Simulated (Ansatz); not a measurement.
# C2H3BOS: the cost of one run

Method: RKS SPW92 (LDA)/def2-SVP; program: Ansatz 0.2.0.

## (1) Where the work starts

8 atoms, charge 0, spin multiplicity 1.

Atoms are counted from 1 here; the program's logs count them from 0.

Bond lengths: B1–C2 1.531 Å, B1–O5 1.397 Å, B1–H6 1.212 Å, C2–C3 1.374 Å, C2–H7 1.099 Å, C3–S4 1.728 Å, C3–H8 1.103 Å, S4–O5 1.690 Å. Angles: C2–B1–O5 111.6°, C2–B1–H6 132.6°, O5–B1–H6 115.8°, B1–C2–C3 109.0°, B1–C2–H7 130.3°, C3–C2–H7 120.7°, C2–C3–S4 113.6°, C2–C3–H8 128.6°, S4–C3–H8 117.8°, C3–S4–O5 93.7°, B1–O5–S4 112.2°.

As a file:

```csv
atom,x (Å),y (Å),z (Å)
B1,-0.2695,1.1617,0.0634
C2,0.5894,-0.0064,0.5556
C3,0.2148,-1.1482,-0.1114
S4,-1.0609,-0.8971,-1.2492
O5,-1.1825,0.7542,-0.9120
H6,-0.3013,2.3377,0.3562
H7,1.3913,-0.0323,1.3066
H8,0.6186,-2.1695,-0.0091
```

This geometry comes from a loose relaxation at PBE in a small basis, which is not shown.

## (3) Plan of the scan

First coordinate, ring dihedral S4–O5–B1–C2: 13 values from −45.0 °. Second coordinate, ring dihedral B1–C2–C3–S4: 13 values from −45.0 °.

Relaxed at each point: all other coordinates. Energies count from the relaxed molecule at the same level. Points are written as (first, second).

(The set-up runs are not shown.)

## (4) Point (−22.5°, 0.0°)

Input file input.yaml:

```yaml
crystal:
  periodic: [false, false, false]
  atoms:
    - { symbol: B, position_ang: [-0.195715, 1.166874, -0.025041] }
    - { symbol: C, position_ang: [0.561674, -0.006258, 0.570333] }
    - { symbol: C, position_ang: [0.175383, -1.143772, -0.083279] }
    - { symbol: S, position_ang: [-0.987002, -0.856422, -1.30206] }
    - { symbol: O, position_ang: [-1.246166, 0.705344, -0.796861] }
    - { symbol: H, position_ang: [-0.206891, 2.353938, 0.237671] }
    - { symbol: H, position_ang: [1.355338, -0.038788, 1.333323] }
    - { symbol: H, position_ang: [0.577698, -2.168448, 0.023261] }
basis:
  gaussian: { orbitals: def2-SVP }
hamiltonian:
  xc: lda
output:
  forces: true
relax:
  f_tol: 0.02
  max_steps: 50
  escape_saddle: false
  constraints: [{ sites: [3, 4, 0, 1] }, { sites: [0, 1, 2, 3] }]
scf:
  lower_state_search: "off"
```

Started as:

```sh
$ ansatz run input.yaml --threads 1 --pin off --max-ram 2560MiB --backend cpu --events-out ev --progress --plain --runs-dir out
```

**Question.** How long does this run take on 1 thread of Arm Neoverse V2, shared host, and how much memory does it need?

About 6.2 s, with a peak of 0.13 GiB.
